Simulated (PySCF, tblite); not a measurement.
**C₅H₁₂AsBO₂: geometry, infrared bands and NMR shifts**

Aim: predict the infrared bands and NMR shifts of C₅H₁₂AsBO₂ (`C=C[C@H](OCC)B(O)[AsH2]`).

Computed with tblite 0.8.0 and PySCF 2.14.0, with density-fitted response routines of our own, on a single molecule in the gas phase. Atoms are numbered from 0 throughout.

**1. The molecule as given**

21 atoms, charge 0, multiplicity 1; geometry from: force field or distance geometry start.

Bonds of the start (Å): C0–C1 1.33, C1–C2 1.51, C2–O3 1.40, O3–C4 1.41, C4–C5 1.51, C2–B6 1.61, B6–O7 1.46, B6–As8 2.05, C0–H9 1.09, C0–H10 1.09, C1–H11 1.10, C2–H12 1.11, C4–H13 1.12, C4–H14 1.12, C5–H15 1.11, C5–H16 1.11, C5–H17 1.11, O7–H18 0.99, As8–H19 1.57, As8–H20 1.55.

**2. Geometry optimisation with GFN2-xTB**

What the job is given:

```
{"job": {"kind": "relax", "xc": "GFN2-xTB", "basis": "xTB"}, "charge": 0, "multiplicity": 1}
C     -1.258600    -1.396200    -1.965400
C     -0.717500    -1.081100    -0.797200
C     -0.249500     0.313200    -0.461900
O      0.575800     0.315500     0.668900
C      1.918700     0.067500     0.316000
C      2.756700    -0.086000     1.562700
B     -1.527200     1.236000    -0.145800
O     -1.815700     2.392100    -0.982600
As    -2.738100     0.821800     1.453800
H     -1.418500    -0.635900    -2.723000
H     -1.582000    -2.414200    -2.169800
H     -0.580200    -1.874400    -0.047600
H      0.243200     0.765400    -1.344000
H      2.018100    -0.865600    -0.294000
H      2.315400     0.936800    -0.274700
H      3.818600    -0.266800     1.300100
H      2.394100    -0.940700     2.169000
H      2.702400     0.833900     2.177900
H     -2.419900     2.036800    -1.687300
H     -1.527300     0.524300     2.400600
H     -2.917500    -0.665500     1.040700
```

Launch:

```sh
OMP_NUM_THREADS=1 python probes_run.py task.json out
```

One launch serves the whole session: the jobs run in the order shown.

**Question.** This job is followed by: GFN2-xTB harmonic vibrations, gas phase; GIAO PBE0/pcSseg-1 NMR shielding, non-relativistic, gas phase. Predict these results of the whole session: strongest single infrared mode (GFN2-xTB); zero-point energy (GFN2-xTB); ¹³C shifts against TMS (PBE0/pcSseg-1); ¹H shifts against TMS (PBE0/pcSseg-1, means over atoms taken as alike); ¹⁷O shifts against H2O (PBE0/pcSseg-1); ¹¹B shifts against BF3·OEt2 (PBE0/pcSseg-1); ⁷⁵As shifts against AsH3 (PBE0/pcSseg-1).

The runs gave:

| quantity | value |
| --- | --- |
| strongest single infrared mode (GFN2-xTB) | 1894 cm⁻¹, 778 km/mol |
| zero-point energy (GFN2-xTB) | 100.6 kcal/mol |
| ¹³C shifts against TMS (PBE0/pcSseg-1) | 152.8, 115.5, 87.0, 70.5, 18.2 ppm |
| ¹H shifts against TMS (PBE0/pcSseg-1, means over atoms taken as alike) | 6.68, 6.29, 5.30, 5.23, 3.87, 3.55, 3.33, 2.11, 1.37 ppm |
| ¹⁷O shifts against H2O (PBE0/pcSseg-1) | 193.0, 68.5 ppm |
| ¹¹B shifts against BF3·OEt2 (PBE0/pcSseg-1) | 61.4 ppm |
| ⁷⁵As shifts against AsH3 (PBE0/pcSseg-1) | 97 ppm |

In words: Relaxing lowered the energy by 1.332 eV in 207 steps; the close pair that moved most is B6–O7, from 1.456 to 1.327 Å. All 57 modes are real, so the xTB geometry is a minimum. The strongest single mode, at 1894 cm⁻¹, moves mainly H20. GFN2-xTB is a fitted tight-binding method: band positions and strengths are rough. Its intensities can rank the bands wrongly. C1 (alkene CH) lies farthest downfield among carbon, at 152.8 ppm; an sp2 carbon of a C=C bond. At PBE0/pcSseg-1: The widest tensor belongs to O7: span 306 ppm, with a paramagnetic part of -238 ppm. Spin-orbit coupling is left out, which matters for shieldings and couplings at and beside the heavy atoms.
